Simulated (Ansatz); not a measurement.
Crystal: MnPt2.

```xyz
3
Lattice="2.8584 0.0000 0.0000 -1.4292 2.4755 0.0000 0.0000 0.0000 6.5325" Properties=species:S:1:pos:R:3 pbc="T T T"
Pt    1.4292    0.8252    2.0656
Pt    0.0000    1.6503    4.4669
Mn    0.0000    0.0000    0.0000
```

The cell comes from a database or a generator and needn't be the stable form of this composition.

Base run:

| Quantity | Value |
| --- | --- |
| Program | Ansatz 0.2.0 |
| Functional | PBE |
| Potentials or basis | Ansatz PAW |
| Cutoff | 420 eV (not typed: the program's choice for these potentials) |
| k mesh | 9 × 9 × 4 |
| Occupations | fermi-dirac, width 0.05 eV |
| Spin | collinear spin, ferromagnetic start |
| Starting moments | [0.0, 0.0, 3.0] μB |
| Fixed moment | 3 μB |

Its results: pressure -6.4 GPa; site moments Pt -0.07; Mn +3.07 μB; largest force 0.054 eV/Å.

Q: After a change of settings the same cell gave: pressure -2.5 GPa; site moments Pt +0.16; Mn +3.55 μB; largest force 0.052 eV/Å. Which change was it?
A. fixed moment from 3 μB to 6 μB; moments at the start from [0.0, 0.0, 3.0] to [0.0, 0.0, 6.0]
B. fixed moment from 3 μB to 1 μB; moments at the start from [0.0, 0.0, 3.0] to [0.0, 0.0, 1.0]
C. fixed moment from 3 μB to 4 μB; moments at the start from [0.0, 0.0, 3.0] to [0.0, 0.0, 4.0]
D. fixed moment from 3 μB to 2 μB; moments at the start from [0.0, 0.0, 3.0] to [0.0, 0.0, 2.0]

A: C.

Caveats: the total moment is fixed, so each spin has its own Fermi level; the thresholds are loose for stress.
